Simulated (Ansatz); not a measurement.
Crystal: SrAs2Ru2.

```
Ru Sr As
1.0
    -2.08740    2.08740    5.70048
     2.08740   -2.08740    5.70048
     2.08740    2.08740   -5.70048
Ru Sr As
2 1 2
Cartesian
  0.0000 2.0874 2.8502
  2.0874 0.0000 2.8502
  0.0000 0.0000 0.0000
  0.0000 0.0000 4.0676
  0.0000 0.0000 7.3334
```

The cell is a database's computed one.

| Item | Value |
| --- | --- |
| Program | Ansatz 0.2.0 |
| Task | relaxation of cell and atoms |
| Functional | revPBE |
| Potentials or basis | Ansatz PAW |
| Cutoff | 420 eV (not typed: the program's choice for these potentials) |
| k mesh | 9 × 9 × 9 |
| Occupations | fermi-dirac, width 0.05 eV |
| Spin | no spin polarisation |

At the start: volume 19.87 Å³/atom.

Task: How do energy, volume and symmetry change on relaxing?

Result: It ends after 6 steps and the volume is 20.55 Å³/atom (+3.4 %); space group I4/mmm (No. 139, to 0.05 Å).

The path:
```
step  energy change (eV)  largest force (eV/Å)  volume (Å³)
   1              0.0000                0.4456        99.35
   2             -0.0372                0.0603       103.79
   3             -0.0418                0.0138       102.68
   4             -0.0419                0.0006       102.69
   5             -0.0419                0.0019       102.75
   6             -0.0426                0.0017       102.75
```

Final structure:
```
Ru Sr As
1.0
    -2.10951    2.10951    5.77216
     2.10951   -2.10951    5.77216
     2.10951    2.10951   -5.77216
Ru Sr As
2 1 2
Direct
  0.75000 0.25000 0.50000
  0.25000 0.75000 0.50000
  0.00000 0.00000 0.00000
  0.35694 0.35694 0.00000
  0.64306 0.64306 0.00000
```

Caveat: the plane-wave basis is chosen anew once the cell has moved, so the energies of steps on either side of that aren't comparable; the PAW data sets come from PBE, with cores solved anew for the run's functional, which leaves a small shift of forces and pressure.
